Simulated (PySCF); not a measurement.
**CH₂BF₃O: NMR shifts at several levels of theory**

How much do the NMR shifts of CH₂BF₃O (`FBOC(F)F`) depend on the level of theory, and what does each level cost?

Computed with PySCF 2.14.0, with density-fitted response routines of our own, on a single molecule in the gas phase. Atoms count from 0, in the outputs and in this text.

### 1 Starting geometry

8 atoms, charge 0, multiplicity 1; geometry from: GFN2-xTB.

Bonds of the start (Å): F0–B1 1.32, B1–O2 1.34, O2–C3 1.36, C3–F4 1.35, C3–F5 1.34, B1–H6 1.16, C3–H7 1.10.

### 2 Relaxing the molecule at PBE0-D3(BJ)/def2-SVP

What the job is given:

```
{"job": {"xc": "PBE0", "basis": "def2-SVP", "d3": "d3bj", "grid": 1, "kind": "geom"}, "charge": 0, "multiplicity": 1}
F      1.117039    -1.087100    -0.737014
B      1.261441     0.108993    -0.191993
O      0.268254     0.628020     0.537196
C     -0.910573     0.007627     0.807597
F     -0.918256    -0.413305     2.086749
F     -1.907839     0.900419     0.696823
H      2.239436     0.720364    -0.348332
H     -1.140443    -0.855604     0.159244
```

The program printed:

```text
step   0  E = -438.24332892  max force = 0.018622
step   1  E = -438.24466222  max force = 0.009125
step   2  E = -438.24476666  max force = 0.002591
step   3  E = -438.24482513  max force = 0.001556
step   4  E = -438.24482870  max force = 0.001643
step   5  E = -438.24484908  max force = 0.000771
step   6  E = -438.24486160  max force = 0.000632
step   7  E = -438.24488216  max force = 0.001245
step   8  E = -438.24490814  max force = 0.001257
step   9  E = -438.24492703  max force = 0.001417
step  10  E = -438.24493889  max force = 0.000933
step  11  E = -438.24494866  max force = 0.000367
optimisation converged
```

It took 23 s on 1 thread, shared host.

Along the way:

```tsv
step	energy from step 0 (eV)	largest force component (eV/Å)
0	0.0000	0.9576
1	-0.0363	0.4692
2	-0.0391	0.1332
3	-0.0407	0.0800
4	-0.0408	0.0845
5	-0.0414	0.0396
6	-0.0417	0.0325
7	-0.0423	0.0640
8	-0.0430	0.0646
9	-0.0435	0.0729
10	-0.0438	0.0480
11	-0.0441	0.0189
```

Distances of close pairs at the start and the end, largest changes first:

```tsv
bond	before (Å)	after (Å)	change (Å)
B1–H6	1.164	1.200	+0.036
B1–O2	1.337	1.355	+0.018
C3–F5	1.343	1.331	-0.012
O2–C3	1.359	1.371	+0.012
C3–F4	1.347	1.339	-0.008
C3–H7	1.104	1.103	-0.001
F0–B1	1.322	1.323	+0.001
```

The next job starts from the end point, and lists it.

```tsv
at the end point	value
point group (found at 0.08 Å tolerance)	C1
rotational constants (GHz, main isotopes)	7.436, 2.345, 2.053
dipole moment (D)	1.29
```

### 3 NMR shieldings: WP04/pcSseg-2

What the job is given:

```
{"job": {"kind": "nmr", "xc": "WP04", "basis": "pcSseg-2", "pop": false}, "charge": 0, "multiplicity": 1}
F      1.270114    -1.023625    -0.564741
B      1.262382     0.220190    -0.113662
O      0.159053     0.700806     0.510000
C     -0.955060    -0.064222     0.741749
F     -0.804205    -0.716586     1.900944
F     -1.994720     0.758363     0.855679
H      2.214996     0.934029    -0.261314
H     -1.144462    -0.797182    -0.060079
```

Level: GIAO WP04/pcSseg-2 NMR shielding, non-relativistic, gas phase.

The program printed:

```text
coarse grid: 7760 points
cycle   1  E = -446.9658694556  dE =  9.649e-01  |g| = 1.525e+00  |ddm| = 1.820e+00
cycle   2  E = -446.4071707423  dE =  5.587e-01  |g| = 2.421e+00  |ddm| = 1.486e+00
cycle   3  E = -447.2906907568  dE = -8.835e-01  |g| = 9.462e-02  |ddm| = 1.017e+00
cycle   4  E = -447.2922809787  dE = -1.590e-03  |g| = 3.288e-02  |ddm| = 6.696e-02
cycle   5  E = -447.2924397658  dE = -1.588e-04  |g| = 1.496e-02  |ddm| = 2.048e-02
cycle   6  E = -447.2924706240  dE = -3.086e-05  |g| = 4.017e-03  |ddm| = 6.847e-03
cycle   7  E = -447.2924734666  dE = -2.843e-06  |g| = 9.060e-04  |ddm| = 2.150e-03
final grid: 79184 points
cycle   8  E = -447.2837680791  dE = -1.977e-04  |g| = 5.804e-03  |ddm| = 4.039e-02
cycle   9  E = -447.2837629864  dE =  5.093e-06  |g| = 8.287e-03  |ddm| = 5.693e-03
cycle  10  E = -447.2837735574  dE = -1.057e-05  |g| = 6.871e-04  |ddm| = 3.317e-03
cycle  11  E = -447.2837736111  dE = -5.377e-08  |g| = 3.429e-04  |ddm| = 5.335e-04
cycle  12  E = -447.2837736306  dE = -1.946e-08  |g| = 8.646e-05  |ddm| = 1.890e-04
cycle  13  E = -447.2837736317  dE = -1.071e-09  |g| = 3.760e-05  |ddm| = 5.240e-05
cycle  14  E = -447.2837736319  dE = -2.283e-10  |g| = 6.375e-06  |ddm| = 1.678e-05
converged SCF energy = -447.2837736319

GIAO shielding tensors (ppm)
atom      isotropic    diamagn.    paramagn.     s11        s22        s33       span
  0 F      268.921     472.981    -204.060    105.884    281.956    418.923    313.039
  1 B       70.689     194.087    -123.397     56.401     74.567     81.100     24.699
  2 O      126.058     391.786    -265.728     19.339    152.937    205.899    186.561
  3 C       49.233     238.925    -189.692     29.080     51.987     66.634     37.554
  4 F      264.381     470.761    -206.380    167.350    275.881    349.912    182.562
  5 F      280.232     469.471    -189.239    188.312    297.257    355.126    166.814
  6 H       27.704      28.550      -0.847     24.820     27.056     31.235      6.416
  7 H       24.860      29.690      -4.831     22.082     24.809     27.689      5.607
```

Run time: 17 s. Hardware: 1 thread, shared host.

The references, computed at this level on geometries of the same kind, shield at (ppm): 1H TMS 31.61, 13C TMS 172.1, 19F CFCl3 177.3, 17O H2O 314.1, 11B BF3·OEt2 94.2. Their shielding less the atom's gives the shift. The references are single molecules in the gas phase, so shifts against H2O, NH3, PH3, H3PO4 or CFCl3 are not on the usual liquid scales and can be off by tens of ppm. Atoms listed in one row are averaged.

```tsv
atoms	environment	σ (ppm)	δ (ppm)
C3	sp3 CH bonded to 2 F and O	49.2	122.9
H7	hydrogen on an sp3 CH bonded to 2 F and O	24.86	6.75
H6	hydrogen on a boron bonded to F, O	27.70	3.91
F0	fluorine bonded to B	268.9	-91.6
F4, F5	fluorine of a CF2 group	272.3	-95.0
B1	boron bonded to F, O, H	70.7	23.5
O2	oxygen bonded to C, B	126.1	188.0
```

### 4 NMR shieldings: B97-2/pcSseg-2

The job, as its differences from that of step 3:

```diff
@@ -1,2 +1,2 @@
-{"job": {"kind": "nmr", "xc": "WP04", "basis": "pcSseg-2", "pop": false}, "charge": 0, "multiplicity": 1}
+{"job": {"kind": "nmr", "xc": "B97-2", "basis": "pcSseg-2", "pop": false}, "charge": 0, "multiplicity": 1}
 F      1.270114    -1.023625    -0.564741
```

With the program's defaults for keys left out, this is: GIAO B97-2/pcSseg-2 NMR shielding, non-relativistic, gas phase.

The program printed:

```text
coarse grid: 7760 points
cycle   1  E = -438.9081373459  dE =  9.230e-01  |g| = 1.037e+00  |ddm| = 1.849e+00
cycle   2  E = -438.7259746223  dE =  1.822e-01  |g| = 1.517e+00  |ddm| = 9.851e-01
cycle   3  E = -439.0737624419  dE = -3.478e-01  |g| = 3.071e-02  |ddm| = 6.009e-01
cycle   4  E = -439.0738881155  dE = -1.257e-04  |g| = 1.284e-02  |ddm| = 2.039e-02
cycle   5  E = -439.0739087218  dE = -2.061e-05  |g| = 4.633e-03  |ddm| = 7.704e-03
cycle   6  E = -439.0739121912  dE = -3.469e-06  |g| = 1.480e-03  |ddm| = 2.514e-03
final grid: 79184 points
cycle   7  E = -439.0661708405  dE = -1.361e-04  |g| = 1.002e-02  |ddm| = 3.553e-02
cycle   8  E = -439.0661570803  dE =  1.376e-05  |g| = 1.390e-02  |ddm| = 8.176e-03
cycle   9  E = -439.0661833289  dE = -2.625e-05  |g| = 1.264e-03  |ddm| = 5.125e-03
cycle  10  E = -439.0661835974  dE = -2.685e-07  |g| = 4.373e-04  |ddm| = 7.768e-04
cycle  11  E = -439.0661836256  dE = -2.816e-08  |g| = 1.208e-04  |ddm| = 2.055e-04
cycle  12  E = -439.0661836282  dE = -2.640e-09  |g| = 1.877e-05  |ddm| = 6.567e-05
cycle  13  E = -439.0661836283  dE = -5.673e-11  |g| = 5.130e-06  |ddm| = 1.227e-05
converged SCF energy = -439.0661836283

GIAO shielding tensors (ppm)
atom      isotropic    diamagn.    paramagn.     s11        s22        s33       span
  0 F      259.164     471.217    -212.054     91.826    267.183    418.482    326.656
  1 B       77.440     195.171    -117.731     64.698     79.964     87.659     22.961
  2 O      128.242     392.966    -264.724     19.883    152.424    212.420    192.537
  3 C       65.280     238.724    -173.444     45.497     67.623     82.721     37.225
  4 F      264.390     467.909    -203.518    171.315    279.868    341.989    170.674
  5 F      282.143     466.615    -184.473    194.468    303.358    348.603    154.135
  6 H       27.092      28.168      -1.077     24.102     26.382     30.791      6.689
  7 H       24.607      29.946      -5.339     21.690     24.477     27.653      5.964
```

Wall time 17 s (1 thread, shared host).

Key values: δ C3 118.2, F0 -81.8, F4 -95.9, B1 22.7, H7 6.75, H6 4.27 ppm (means over like atoms).

### 5 NMR shieldings: BHandHLYP/pcSseg-2

The job, as its differences from that of step 4:

```diff
@@ -1,2 +1,2 @@
-{"job": {"kind": "nmr", "xc": "B97-2", "basis": "pcSseg-2", "pop": false}, "charge": 0, "multiplicity": 1}
+{"job": {"kind": "nmr", "xc": "BHandHLYP", "basis": "pcSseg-2", "pop": false}, "charge": 0, "multiplicity": 1}
 F      1.270114    -1.023625    -0.564741
```

Level: GIAO BHandHLYP/pcSseg-2 NMR shielding, non-relativistic, gas phase.

The program printed:

```text
coarse grid: 7760 points
cycle   1  E = -438.8703509991  dE =  9.898e-01  |g| = 9.999e-01  |ddm| = 1.819e+00
cycle   2  E = -438.8608519263  dE =  9.499e-03  |g| = 1.093e+00  |ddm| = 7.919e-01
cycle   3  E = -439.0354503078  dE = -1.746e-01  |g| = 4.087e-02  |ddm| = 4.068e-01
cycle   4  E = -439.0357536863  dE = -3.034e-04  |g| = 1.882e-02  |ddm| = 3.652e-02
cycle   5  E = -439.0358098659  dE = -5.618e-05  |g| = 5.188e-03  |ddm| = 1.092e-02
cycle   6  E = -439.0358139849  dE = -4.119e-06  |g| = 1.687e-03  |ddm| = 2.728e-03
final grid: 79184 points
cycle   7  E = -439.0307561991  dE = -4.595e-05  |g| = 3.809e-03  |ddm| = 1.860e-02
cycle   8  E = -439.0307557365  dE =  4.626e-07  |g| = 4.223e-03  |ddm| = 3.076e-03
cycle   9  E = -439.0307584026  dE = -2.666e-06  |g| = 2.570e-04  |ddm| = 1.578e-03
cycle  10  E = -439.0307584097  dE = -7.180e-09  |g| = 1.698e-04  |ddm| = 1.679e-04
cycle  11  E = -439.0307584143  dE = -4.585e-09  |g| = 2.321e-05  |ddm| = 6.974e-05
cycle  12  E = -439.0307584144  dE = -8.731e-11  |g| = 8.723e-06  |ddm| = 1.450e-05
converged SCF energy = -439.0307584144

GIAO shielding tensors (ppm)
atom      isotropic    diamagn.    paramagn.     s11        s22        s33       span
  0 F      272.151     471.169    -199.017    107.461    283.455    425.537    318.076
  1 B       78.848     192.818    -113.970     63.337     83.507     89.701     26.364
  2 O      135.978     392.589    -256.611     24.980    162.789    220.166    195.186
  3 C       69.693     235.958    -166.264     52.951     70.883     85.246     32.295
  4 F      275.048     467.809    -192.761    179.704    290.689    354.752    175.048
  5 F      291.981     466.533    -174.553    201.059    314.325    360.557    159.498
  6 H       27.230      28.045      -0.815     24.098     26.481     31.110      7.012
  7 H       24.919      29.575      -4.656     21.890     24.732     28.134      6.243
```

Run time: 15 s. Hardware: 1 thread, shared host.

Key values: δ C3 114.6, F0 -70.1, F4 -81.5, B1 24.7, H7 6.53, H6 4.22 ppm (means over like atoms).

### 6 NMR shieldings: CAM-B3LYP/pcSseg-2

The job, as its differences from that of step 5:

```diff
@@ -1,2 +1,2 @@
-{"job": {"kind": "nmr", "xc": "BHandHLYP", "basis": "pcSseg-2", "pop": false}, "charge": 0, "multiplicity": 1}
+{"job": {"kind": "nmr", "xc": "CAM-B3LYP", "basis": "pcSseg-2", "pop": false}, "charge": 0, "multiplicity": 1}
 F      1.270114    -1.023625    -0.564741
```

Level: GIAO CAM-B3LYP/pcSseg-2 NMR shielding, non-relativistic, gas phase.

The program printed:

```text
coarse grid: 7760 points
cycle   1  E = -438.9134352111  dE =  1.002e+00  |g| = 1.074e+00  |ddm| = 1.818e+00
cycle   2  E = -438.8433125889  dE =  7.012e-02  |g| = 1.342e+00  |ddm| = 9.115e-01
cycle   3  E = -439.1013459283  dE = -2.580e-01  |g| = 4.468e-02  |ddm| = 4.851e-01
cycle   4  E = -439.1016528751  dE = -3.069e-04  |g| = 2.170e-02  |ddm| = 3.600e-02
cycle   5  E = -439.1017191627  dE = -6.629e-05  |g| = 8.152e-03  |ddm| = 1.276e-02
cycle   6  E = -439.1017291059  dE = -9.943e-06  |g| = 2.205e-03  |ddm| = 3.853e-03
final grid: 79184 points
cycle   7  E = -439.0935207291  dE = -8.499e-05  |g| = 5.287e-03  |ddm| = 2.359e-02
cycle   8  E = -439.0935184367  dE =  2.292e-06  |g| = 6.669e-03  |ddm| = 4.485e-03
cycle   9  E = -439.0935249669  dE = -6.530e-06  |g| = 4.006e-04  |ddm| = 2.406e-03
cycle  10  E = -439.0935249806  dE = -1.367e-08  |g| = 2.832e-04  |ddm| = 2.731e-04
cycle  11  E = -439.0935249933  dE = -1.275e-08  |g| = 5.230e-05  |ddm| = 1.220e-04
cycle  12  E = -439.0935249937  dE = -3.935e-10  |g| = 1.053e-05  |ddm| = 2.467e-05
converged SCF energy = -439.0935249937

GIAO shielding tensors (ppm)
atom      isotropic    diamagn.    paramagn.     s11        s22        s33       span
  0 F      255.125     470.855    -215.730     83.549    261.151    420.676    337.126
  1 B       73.352     192.979    -119.627     57.957     75.964     86.134     28.177
  2 O      121.777     391.988    -270.211      8.388    147.869    209.075    200.687
  3 C       61.994     236.295    -174.302     42.242     63.812     79.926     37.684
  4 F      262.191     468.015    -205.824    165.518    279.504    341.552    176.034
  5 F      279.928     466.677    -186.749    188.342    303.466    347.977    159.635
  6 H       26.978      28.188      -1.211     23.947     26.322     30.664      6.717
  7 H       24.545      29.594      -5.049     21.632     24.426     27.577      5.946
```

Run time: 20 s. Hardware: 1 thread, shared host.

In short: δ C3 120.6, F0 -69.1, F4 -85.1, B1 24.5, H7 6.79, H6 4.36 ppm (means over like atoms).

### 7 Shielding tensors: wB97X-D/pcSseg-2

The job, as its differences from that of step 6:

```diff
@@ -1,2 +1,2 @@
-{"job": {"kind": "nmr", "xc": "CAM-B3LYP", "basis": "pcSseg-2", "pop": false}, "charge": 0, "multiplicity": 1}
+{"job": {"kind": "nmr", "xc": "wB97X-D", "basis": "pcSseg-2", "pop": false}, "charge": 0, "multiplicity": 1}
 F      1.270114    -1.023625    -0.564741
```

Method: GIAO wB97X-D/pcSseg-2 NMR shielding, non-relativistic, gas phase.

The program printed:

```text
coarse grid: 7760 points
cycle   1  E = -438.8916029817  dE =  1.014e+00  |g| = 1.078e+00  |ddm| = 1.823e+00
cycle   2  E = -438.8755945144  dE =  1.601e-02  |g| = 1.218e+00  |ddm| = 8.707e-01
cycle   3  E = -439.0855448962  dE = -2.100e-01  |g| = 4.576e-02  |ddm| = 4.334e-01
cycle   4  E = -439.0859455776  dE = -4.007e-04  |g| = 2.092e-02  |ddm| = 3.914e-02
cycle   5  E = -439.0860151261  dE = -6.955e-05  |g| = 8.129e-03  |ddm| = 1.432e-02
cycle   6  E = -439.0860252013  dE = -1.008e-05  |g| = 1.985e-03  |ddm| = 3.962e-03
cycle   7  E = -439.0860260618  dE = -8.605e-07  |g| = 6.622e-04  |ddm| = 1.767e-03
final grid: 79184 points
cycle   8  E = -439.0807471793  dE = -1.893e-04  |g| = 1.112e-02  |ddm| = 3.967e-02
cycle   9  E = -439.0807440890  dE =  3.090e-06  |g| = 1.230e-02  |ddm| = 8.084e-03
cycle  10  E = -439.0807632276  dE = -1.914e-05  |g| = 8.317e-04  |ddm| = 3.954e-03
cycle  11  E = -439.0807633248  dE = -9.718e-08  |g| = 4.543e-04  |ddm| = 6.123e-04
cycle  12  E = -439.0807633588  dE = -3.402e-08  |g| = 1.045e-04  |ddm| = 2.599e-04
cycle  13  E = -439.0807633608  dE = -1.945e-09  |g| = 2.347e-05  |ddm| = 6.861e-05
cycle  14  E = -439.0807633609  dE = -1.691e-10  |g| = 6.887e-06  |ddm| = 3.207e-05
converged SCF energy = -439.0807633609

GIAO shielding tensors (ppm)
atom      isotropic    diamagn.    paramagn.     s11        s22        s33       span
  0 F      260.339     469.381    -209.042     92.172    267.070    421.774    329.602
  1 B       76.732     194.979    -118.247     63.127     79.371     87.697     24.570
  2 O      130.135     391.540    -261.405     20.078    155.157    215.172    195.095
  3 C       65.030     238.354    -173.324     45.295     67.107     82.688     37.393
  4 F      266.450     466.985    -200.535    171.686    284.320    343.345    171.659
  5 F      284.052     465.679    -181.628    194.877    307.530    349.749    154.871
  6 H       27.072      28.109      -1.037     24.061     26.357     30.800      6.739
  7 H       24.672      29.687      -5.015     21.743     24.550     27.723      5.980
```

Wall time 19 s (1 thread, shared host).

Key values: δ C3 119.4, F0 -73.9, F4 -88.8, B1 23.2, H7 6.68, H6 4.28 ppm (means over like atoms).

### 8 Nuclear shieldings: LC-wPBE/pcSseg-2

The job, as its differences from that of step 7:

```diff
@@ -1,2 +1,2 @@
-{"job": {"kind": "nmr", "xc": "wB97X-D", "basis": "pcSseg-2", "pop": false}, "charge": 0, "multiplicity": 1}
+{"job": {"kind": "nmr", "xc": "LC-wPBE", "basis": "pcSseg-2", "pop": false}, "charge": 0, "multiplicity": 1}
 F      1.270114    -1.023625    -0.564741
```

Level: GIAO LC-wPBE/pcSseg-2 NMR shielding, non-relativistic, gas phase.

The program printed:

```text
coarse grid: 7760 points
cycle   1  E = -438.7572481451  dE =  1.072e+00  |g| = 1.099e+00  |ddm| = 1.805e+00
cycle   2  E = -438.7767092561  dE = -1.946e-02  |g| = 1.168e+00  |ddm| = 8.324e-01
cycle   3  E = -438.9641967345  dE = -1.875e-01  |g| = 5.836e-02  |ddm| = 3.948e-01
cycle   4  E = -438.9648638693  dE = -6.671e-04  |g| = 2.601e-02  |ddm| = 4.747e-02
cycle   5  E = -438.9649808013  dE = -1.169e-04  |g| = 1.118e-02  |ddm| = 1.994e-02
cycle   6  E = -438.9650036376  dE = -2.284e-05  |g| = 2.319e-03  |ddm| = 5.425e-03
cycle   7  E = -438.9650043922  dE = -7.546e-07  |g| = 8.158e-04  |ddm| = 2.475e-03
final grid: 79184 points
cycle   8  E = -438.9619787566  dE = -1.814e-04  |g| = 1.028e-02  |ddm| = 3.860e-02
cycle   9  E = -438.9619786119  dE =  1.446e-07  |g| = 1.094e-02  |ddm| = 6.784e-03
cycle  10  E = -438.9619932210  dE = -1.461e-05  |g| = 3.754e-04  |ddm| = 3.279e-03
cycle  11  E = -438.9619932372  dE = -1.621e-08  |g| = 3.469e-04  |ddm| = 3.842e-04
cycle  12  E = -438.9619932555  dE = -1.832e-08  |g| = 4.759e-05  |ddm| = 1.384e-04
cycle  13  E = -438.9619932561  dE = -5.587e-10  |g| = 1.526e-05  |ddm| = 4.441e-05
converged SCF energy = -438.9619932561

GIAO shielding tensors (ppm)
atom      isotropic    diamagn.    paramagn.     s11        s22        s33       span
  0 F      259.224     470.240    -211.016     89.086    262.740    425.846    336.760
  1 B       74.207     194.597    -120.390     58.423     75.954     88.243     29.820
  2 O      134.258     391.356    -257.099     22.991    160.149    219.633    196.642
  3 C       66.185     238.098    -171.913     45.517     68.229     84.809     39.292
  4 F      270.890     467.000    -196.110    176.778    291.221    344.671    167.893
  5 F      286.896     465.748    -178.852    197.772    312.709    350.209    152.437
  6 H       26.933      28.273      -1.340     23.903     26.241     30.654      6.751
  7 H       24.622      29.956      -5.334     21.644     24.470     27.754      6.110
```

It took 24 s on 1 thread, shared host.

Key values: δ C3 122.1, F0 -55.6, F4 -75.3, B1 24.7, H7 6.69, H6 4.38 ppm (means over like atoms).

### 9 Run by run: NMR shifts

Shifts (ppm), means over like atoms, with basis size and wall time:

```tsv
run	C3	H7	H6	F0	F4	B1	O2	functions	time
WP04/pcSseg-2	122.9	6.75	3.91	-91.6	-95.0	23.5	188.0	244	17 s
B97-2/pcSseg-2	118.2	6.75	4.27	-81.8	-95.9	22.7	198.0	244	17 s
BHandHLYP/pcSseg-2	114.6	6.53	4.22	-70.1	-81.5	24.7	190.6	244	15 s
CAM-B3LYP/pcSseg-2	120.6	6.79	4.36	-69.1	-85.1	24.5	208.0	244	20 s
wB97X-D/pcSseg-2	119.4	6.68	4.28	-73.9	-88.8	23.2	196.7	244	19 s
LC-wPBE/pcSseg-2	122.1	6.69	4.38	-55.6	-75.3	24.7	198.4	244	24 s
```

### 10 Summary of results

```
                                                                 quantity                 value
                                                              point group                    C1
                                     rotational constants (main isotopes)  7.44, 2.35, 2.05 GHz
                                   13C shifts against TMS (WP04/pcSseg-2)             122.9 ppm
                                    1H shifts against TMS (WP04/pcSseg-2)        6.75, 3.91 ppm
19F shifts against CFCl3 (WP04/pcSseg-2, means over atoms taken as alike)      -91.6, -95.0 ppm
                              11B shifts against BF3·OEt2 (WP04/pcSseg-2)              23.5 ppm
                                   17O shifts against H2O (WP04/pcSseg-2)             188.0 ppm
                                                 range of the shift of F0    -91.6 to -55.6 ppm
```

Single values in the summary come from the first run of each kind that ended normally (WP04/pcSseg-2), which need not be the best level. Relaxing lowered the energy by 0.044 eV in 11 steps; the close pair that moved most is B1–H6, from 1.164 to 1.200 Å. No frequency check was run at this level, so the end point may be a saddle. The most deshielded hydrogen is H7 (hydrogen on an sp3 CH bonded to 2 F and O), at 6.75 ppm: its carbon carries F and O, which withdraws density. At WP04/pcSseg-2: The widest tensor belongs to F0: span 313 ppm, with a paramagnetic part of -204 ppm. In ppm, F0 moves most: its shift spreads over 36.0 ppm, from -91.6 (WP04/pcSseg-2) to -55.6 (LC-wPBE/pcSseg-2). Most of that comes from the computed reference, not from the atom's own shielding.
